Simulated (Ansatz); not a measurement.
The system is La.

```
La
1.0
     3.77000    0.00000    0.00000
    -1.88500    3.26492    0.00000
     0.00000    0.00000   12.15900
La
4
Direct
  0.66667 0.33333 0.25000
  0.33333 0.66667 0.75000
  0.00000 0.00000 0.50000
  0.00000 0.00000 0.00000
```

| Item | Value |
| --- | --- |
| Program | Ansatz 0.2.0 |
| Task | single point |
| Functional | PBEsol |
| Potentials or basis | all-electron LAPW, scalar-relativistic |
| Cutoff | 120 eV (chosen from the basis error) |
| Basis error allowed | 0.001 eV/atom |
| k mesh | 8 × 8 × 3 |
| Occupations | fermi-dirac, width 0.05 eV |
| Spin | no spin polarisation |

On this cell: pressure -2.3 GPa; largest force under 0.003 eV/Å; band gap on the k mesh none (metal or under the smearing width).

The same run follows on a disturbed copy (atoms moved at random, drawn with an rms of 0.05 Å):

```
La
1.0
     3.77000    0.00000    0.00000
    -1.88500    3.26492    0.00000
     0.00000    0.00000   12.15900
La
4
Direct
  0.64978 0.31936 0.24777
  0.33228 0.67258 0.74947
  0.00984 0.00607 0.49904
  0.00974 0.01786 0.99788
```

What changes?

The energy (extrapolated to zero smearing) moves by +0.7 meV/atom; pressure -2.3 GPa; largest force 0.047 eV/Å; band gap on the k mesh none (metal or under the smearing width).

Forces in eV/Å, atoms in the order of the input:
```
La   0.020  0.038  0.019
La   0.008  0.000 -0.023
La  -0.021 -0.009 -0.015
La  -0.008 -0.029  0.020
```

Stress tensor (GPa, compression positive):
```
-2.21  0.02  0.00
 0.02 -2.30  0.00
 0.00  0.00 -2.33
```
